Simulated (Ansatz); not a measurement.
# SrAs2Ru2: further runs on the relaxed cell

An exercise on one series of results from a longer session: the logs are not shown, and one member is left open.

Computed with Ansatz 0.2.0 (DFT r2SCAN, scalar-relativistic, plane waves, PAW, unless a step's input says otherwise).

1 further run of the same task is left out (set aside as unsound or not needed).

## Starting point

Symmetry: I4/mmm, No. 139, tetragonal system. Conventional cell: a = 4.167 Å, b = 4.167 Å, c = 11.446 Å, α = 90.00°, β = 90.00°, γ = 90.00°. Sr (site symmetry 4/mmm) is surrounded by 8 As at 3.37 Å and 8 Ru at 3.54 Å. Around As (site symmetry 4mm) lie 4 Ru at 2.41 Å and 4 Sr at 3.37 Å. Around Ru (site symmetry -4m2) lie 4 As at 2.41 Å.

As a file:

```
Sr As Ru
1.0
    -2.08334    2.08334    5.72293
     2.08334   -2.08334    5.72293
     2.08334    2.08334   -5.72293
Sr As Ru
1 2 2
Direct
  0.00000 0.00000 0.00000
  0.64347 0.64347 0.00000
  0.35653 0.35653 0.00000
  0.25000 0.75000 0.50000
  0.75000 0.25000 0.50000
```

It goes back to an entry of the Materials Project.

This cell was relaxed beforehand with the same method: volume 19.87 Å³/atom, gap on the mesh none (metal).

The first run:

Contents of input.yaml:

```yaml
crystal:
  lattice:
    - [-2.0622950026, 2.0622950026, 5.6651225037]
    - [2.0622950026, -2.0622950026, 5.6651225037]
    - [2.0622950026, 2.0622950026, -5.6651225037]
  atoms:
    - { symbol: Sr, position: [0.0, 0.0, 0.0] }
    - { symbol: As, position: [0.6434715084, 0.6434715084, 0.0] }
    - { symbol: As, position: [0.3565284916, 0.3565284916, 0.0] }
    - { symbol: Ru, position: [0.25, 0.75, 0.5] }
    - { symbol: Ru, position: [0.75, 0.25, 0.5] }
basis:
  ecutwfc: 500
kpoints:
  mp_grid: { grid: [12, 12, 12] }
hamiltonian:
  xc: r2scan
scf:
  occupations: { method: gaussian, width: 0.1 }
output:
  forces: true
  stress: true
  eigenvalues: true
relax:
  adjacent_minimum: "off"
  f_tol: 0.01
  max_steps: 30
  cell: { stress_tol: 0.1, fix: [volume] }
```

Launch:

```
$ ansatz run input.yaml --threads 2 --pin off --max-ram 5120MiB --backend cpu --events-out ev --progress --plain --runs-dir out
```

Steps of the session up to this table: The cell scaled to 0.97 of its volume; Volume × 1.03; Point at V/V0 = 0.94; Volume × 1.06; Volume × 0.91; Volume × 1.10; Volume × 0.88.

One table of the session follows, with a row left open; its other results are not shown here.

It belongs to the step «Equation of state». 

```
volume (Å³/atom)  energy above the lowest point (meV/atom)  pressure (GPa)
          17.487                                      74.0           11.60
          18.083                                      39.0            7.43
          18.679                                      17.2            4.58
          19.275                                       4.4            2.37
          19.871                                       0.0            0.00
          20.468                                       4.1           -2.14
          21.064                                         ?               ?
          21.859                                      40.5           -6.05
```

Q: Estimate the row for volume (Å³/atom) = 21.064 from the others.

Worked estimate for «energy above the lowest point (meV/atom)». A straight line through the neighbours (20.468, 4.1) and (21.859, 40.5) gives 4.1 + (40.5 − 4.1) × (21.064 − 20.468) / (21.859 − 20.468) = 19.7; a parabola fitted to 3 rows on both sides gives 15.1.

The run gave: energy above the lowest point (meV/atom): 15.5; pressure (GPa): -3.97. In «energy above the lowest point (meV/atom)» the line misses by +4.2 and the parabola by -0.4.
